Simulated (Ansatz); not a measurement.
CaCoAu3:

```xyz
5
Lattice="4.8510 0.0000 0.0000 0.0000 4.8510 0.0000 0.0000 0.0000 4.8510" Properties=species:S:1:pos:R:3 pbc="T T T"
Ca    0.0000    0.0000    0.0000
Co    2.4255    2.4255    2.4255
Au    0.0000    2.4255    2.4255
Au    2.4255    0.0000    2.4255
Au    2.4255    2.4255    0.0000
```

The cell was built by a generator and needn't be a form met in nature.

```yaml
Program: Ansatz 0.2.0
Task: relaxation of cell and atoms
Functional: PBE
Dispersion: D3(BJ)
Potentials_or_basis: Ansatz PAW
Cutoff: "420 eV (not typed: the program's choice for these potentials)"
k_mesh: 5 × 5 × 5
Occupations: fermi-dirac, width 0.05 eV
Spin: collinear spin, ferromagnetic start
Starting_moments: "[0.0, 2.0, 0.0, 0.0, 0.0] μB"
```

At the start: volume 22.83 Å³/atom.

Problem. Where does the relaxation end?

Solution. It ends after 4 steps and the volume is 21.94 Å³/atom (-3.9 %); space group Pm-3m (No. 221, to 0.05 Å); moment 1.56 μB per cell.

The path:
```tsv
step	energy change (eV)	largest force (eV/Å)	volume (Å³)
1	0.0000	0.0000	114.16
2	-0.0411	0.0000	109.79
3	-0.0411	0.0000	109.70
4	-0.0397	0.0000	109.70
```

Final structure:
```
CELL_PARAMETERS angstrom
4.78707 0.00000 0.00000
0.00000 4.78707 0.00000
0.00000 0.00000 4.78707
ATOMIC_POSITIONS crystal
Ca 0.00000 0.00000 0.00000
Co 0.50000 0.50000 0.50000
Au 0.00000 0.50000 0.50000
Au 0.50000 0.00000 0.50000
Au 0.50000 0.50000 0.00000
```

Caveat: the plane-wave basis is chosen anew once the cell has moved, so the energies of steps on either side of that aren't comparable; pairwise dispersion overbinds metals, which lowers pressure and volume.
